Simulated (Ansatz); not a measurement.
# TaO2: properties at the relaxed cell

An exercise on one series of results from a longer session: the logs are not shown, and one member is left open.

Method: DFT PBEsol, scalar-relativistic, plane waves, PAW, in Ansatz 0.2.0.

1 further run of the same task is left out (set aside as unsound or not needed).

**The starting structure**

Symmetry: P4_2/mnm, No. 136, tetragonal system. Conventional cell: a = 4.951 Å, b = 4.951 Å, c = 2.851 Å, α = 90.00°, β = 90.00°, γ = 90.00°. Ta (site symmetry mmm) is surrounded by 6 O at 2.01 to 2.07 Å. O (site symmetry m2m) has 3 Ta at 2.01 to 2.07 Å as nearest neighbours.

Coordinates:

```xyz
6
Lattice="4.9509 0.0000 0.0000 0.0000 4.9509 0.0000 0.0000 0.0000 2.8508" Properties=species:S:1:pos:R:3 pbc="T T T"
Ta    0.0000    0.0000    1.4254
Ta    2.4755    2.4755    0.0000
O     3.5322    1.4188    1.4254
O     1.4188    3.5322    1.4254
O     1.0567    1.0567    0.0000
O     3.8942    3.8942    0.0000
```

It goes back to an entry of the Materials Project, which need not be the stable form.

It is the result of an earlier relaxation at this level (volume 11.65 Å³/atom; gap on the mesh: none (metal)).

The first run:

Input file input.yaml:

```yaml
crystal:
  lattice:
    - [4.9009318165, 0.0, 0.0]
    - [0.0, 4.9009318165, 0.0]
    - [0.0, 0.0, 2.8220259643]
  atoms:
    - { symbol: Ta, position: [0.0, 0.0, 0.5] }
    - { symbol: Ta, position: [0.5, 0.5, 0.0] }
    - { symbol: O, position: [0.7134360097, 0.2865639903, 0.5] }
    - { symbol: O, position: [0.2865639903, 0.7134360097, 0.5] }
    - { symbol: O, position: [0.2134360097, 0.2134360097, 0.0] }
    - { symbol: O, position: [0.7865639903, 0.7865639903, 0.0] }
basis:
  ecutwfc: 420
kpoints:
  mp_grid: { grid: [8, 8, 12] }
hamiltonian:
  xc: pbesol
scf:
  occupations: { method: gaussian, width: 0.1 }
output:
  forces: true
  stress: true
  eigenvalues: true
relax:
  adjacent_minimum: "off"
  f_tol: 0.01
  max_steps: 30
  cell: { stress_tol: 0.1, fix: [volume] }
```

Run with:

```
$ ansatz run input.yaml --threads 1 --pin off --max-ram 2560MiB --backend cpu --events-out ev --progress --plain --runs-dir out
```

Among the steps run: Point at V/V0 = 0.97; The cell scaled to 1.03 of its volume; Point at V/V0 = 0.94; Volume × 1.06; The cell scaled to 0.91 of its volume; Point at V/V0 = 1.10; Point at V/V0 = 0.88.

One of the session's tables, all rows but one given; the rest of the session is left out.

It belongs to the step «Equation of state». 

| volume (Å³/atom) | energy above the lowest point (meV/atom) | pressure (GPa) |
| --- | --- | --- |
| 10.249 | 179.5 | 46.17 |
| 10.598 | 95.1 | 31.67 |
| 10.948 | 39.8 | 19.35 |
| 11.297 | 9.4 | 8.88 |
| 11.646 | 0.0 | -0.01 |
| 11.996 | 8.5 | -7.54 |
| 12.345 | ? | ? |
| 12.811 | 82.8 | -20.78 |

Q: Estimate the row for volume (Å³/atom) = 12.345 from the others.

Worked estimate for «energy above the lowest point (meV/atom)». A straight line through the neighbours (11.996, 8.5) and (12.811, 82.8) gives 8.5 + (82.8 − 8.5) × (12.345 − 11.996) / (12.811 − 11.996) = 40.3; a parabola fitted to 3 rows on both sides gives 31.0.

**Answer.** energy above the lowest point (meV/atom): 32.0; pressure (GPa): -13.89. In «energy above the lowest point (meV/atom)» the line misses by +8.3 and the parabola by -1.0.
